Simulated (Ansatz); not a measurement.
# C2H2ClFSe, SMILES FC(Cl)=C[SeH]: a single point in a Gaussian basis

Program: Ansatz 0.2.0, Python API.

At the Python prompt:
```pycon
>>> import json
>>> import ansatz as az
>>> import numpy as np
>>> import pandas as pd
>>> c2h2clfse = (
...     az.Crystal.molecule()
...     .atom('F', (0.2112, -1.8142, -0.4679))
...     .atom('C', (0.4374, -0.7714, 0.3959))
...     .atom('Cl', (1.6536, -1.0136, 1.5963))
...     .atom('C', (-0.1461, 0.4002, 0.3365))
...     .atom('Se', (-1.5863, 0.683, -0.995))
...     .atom('H', (0.0083, 1.1999, 1.0419))
...     .atom('H', (-0.5169, 1.2482, -1.9534))
... )
>>> model = (
...     c2h2clfse.calculation()
...     .basis(gaussian='def2-SVP')
...     .functional(az.LibraryFunctional('SVWN5'))
...     .forces()
... )
>>> result = model.run(threads=1, backend='cpu')
>>> summary = result.report
>>> summary['converged'], summary['free_energy_ev']
(True, -82509.4001978461)
>>> summary['free_energy_ev']
-82509.4001978461
>>> summary['positions_ang']
[[0.2112, -1.8142, -0.4679], [0.4374, -0.7714, 0.3959], [1.6536, -1.0136, 1.5963], [-0.1461, 0.4002, 0.3365], [-1.5863, 0.683, -0.995], [0.0083, 1.1999, 1.0419], [-0.5169, 1.2482, -1.9534]]
>>> for key in ('converged', 'free_energy_ev', 'reference_energy_ev', 'n_frozen', 'n_occupied', 'n_virtual'):
...     print(f'{key:22s} {summary[key]}')
...
converged              True
free_energy_ev         -82509.4001978461
reference_energy_ev    -82509.4001978461
n_frozen               0
n_occupied             [37, 37]
n_virtual              [65, 65]
>>> state = summary['mean_field']['state']
>>> print(f'mean field: {state["energy"]["hartree"]:.7f} Ha, <S^2> = {abs(state["spin_squared"]):.4f}, stability: {state.get("stability", {}).get("kind")}')
mean field: -3032.1645304 Ha, <S^2> = 0.0000, stability: minimum
>>> symbols = [site.symbol for site in c2h2clfse.cartesian_sites]
>>> print('forces (eV/A)')
forces (eV/A)
>>> for symbol, f in zip(symbols, summary['forces_ev_ang']):
...     print(f'  {symbol:2s} {f[0]:9.4f} {f[1]:9.4f} {f[2]:9.4f}')
...
  F     0.6004    1.8833    1.8519
  C     0.7453   -2.3709   -0.8355
  Cl   -0.1676   -0.5550   -0.4084
  C    -2.4643    0.5784   -1.7109
  Se    1.8526    0.2913    0.0973
  H     0.3480    0.4830    0.5652
  H    -0.9145   -0.3102    0.4404
>>> charges = summary['charge_distribution']
>>> table = pd.DataFrame({'atom': symbols, 'mulliken': charges['mulliken_charges_e'], 'lowdin': charges['lowdin_charges_e']})
>>> table.round(3)
  atom  mulliken  lowdin
0    F    -0.118   0.114
1    C     0.204  -0.332
2   Cl    -0.028   0.278
3    C    -0.222  -0.259
4   Se    -0.028   0.157
5    H     0.101   0.019
6    H     0.092   0.023
>>> print('dipole (e A):', np.round(charges['dipole_moment_e_ang'], 4) + 0.0)
dipole (e A): [0.1316 0.2007 0.0651]
>>> with open('c2h2clfse.json', 'w') as handle:
...     json.dump({k: summary[k] for k in ('free_energy_ev', 'reference_energy_ev', 'n_occupied', 'n_virtual')}, handle, indent=1)
...
```

It writes `c2h2clfse.json`:
```json
{
 "free_energy_ev": -82509.4001978461,
 "reference_energy_ev": -82509.4001978461,
 "n_occupied": [
  37,
  37
 ],
 "n_virtual": [
  65,
  65
 ]
}
```

What to keep in mind:
- These settings explore the input space; basis and method may be short of convergence.
- The geometry is a force-field or estimated start, not a minimum of this method, and the basis set is short of its limit.
- The Löwdin charges here are taken after orthogonalising the functions within each atom; they differ from plain Löwdin charges, and their signs can be unphysical.
- Run time: 2.6 s on 1 thread of Arm Neoverse V1, with other jobs on the host, peak memory 0.25 GiB.
